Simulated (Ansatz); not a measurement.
**AlBFH₃O: how energies converge with the basis set**

Aim: see how fast density functionals converge with the basis set for AlBFH₃O.

Method: one geometry, several basis sets; program: Ansatz 0.2.0, Gaussian basis.

The runs, in order: PBE0-D4/def2-SVP; ωB97M-V/def2-SVP; PBE0-D4/def2-QZVPP; ωB97M-V/def2-QZVPP; the functionals' def2-TZVPP values are taken from earlier runs.

### Step 1. The relaxed structure

All runs share one geometry, relaxed beforehand with PBE0-D4 in a triple-zeta def2 set.

SMILES `O[BH][AlH][F]`, 7 atoms, charge 0, spin multiplicity 1.

Atoms are counted from 1 here; the program's logs count them from 0.

Bond lengths: O1–B2 1.355 Å, O1–H5 0.963 Å, B2–Al3 2.147 Å, B2–H6 1.209 Å, Al3–F4 1.659 Å, Al3–H7 1.588 Å. Angles: B2–O1–H5 113.9°, O1–B2–Al3 117.9°, O1–B2–H6 117.9°, Al3–B2–H6 124.2°, B2–Al3–F4 117.1°, B2–Al3–H7 128.4°, F4–Al3–H7 114.5°.

### Step 2. PBE0-D4 in def2-SVP

File in.yaml:

```yaml
crystal:
  periodic: [false, false, false]
  atoms:
    - {symbol: O, position_ang: [-1.643356, 0.482704, -0.074204]}
    - {symbol: B, position_ang: [-0.311434, 0.690808, 0.066455]}
    - {symbol: Al, position_ang: [0.985766, -1.019241, 0.010389]}
    - {symbol: F, position_ang: [1.958850, -1.186163, -1.323218]}
    - {symbol: H, position_ang: [-2.168420, 1.289048, -0.046925]}
    - {symbol: H, position_ang: [0.070338, 1.828398, 0.215689]}
    - {symbol: H, position_ang: [1.169456, -2.153552, 1.106114]}
basis:
  gaussian: {orbitals: def2-SVP}
hamiltonian: {xc: pbe0, dispersion: d4}
output: {orbitals: {seedname: orbitals}}
```

Command:

```bash
$ ansatz run in.yaml --threads 2 --pin off --events-out ev --progress --plain --max-ram 4352MiB
```

Further steps of the session: ωB97M-V in def2-SVP; PBE0-D4 in def2-QZVPP; ωB97M-V in def2-QZVPP.

Q: Predict the results of all the runs planned. Wanted: PBE0-D4: double and triple zeta above quadruple; ωB97M-V: double and triple zeta above quadruple.

As calculated:

| quantity | value |
| --- | --- |
| PBE0-D4: double and triple zeta above quadruple | 9.59, 0.54 eV |
| ωB97M-V: double and triple zeta above quadruple | 9.72, 0.51 eV |

In words: PBE0-D4 gains 9.05 eV from double to triple zeta, then 0.54 eV more. These are total energies; as a rule much of such shifts cancels in differences, which this series doesn't test.
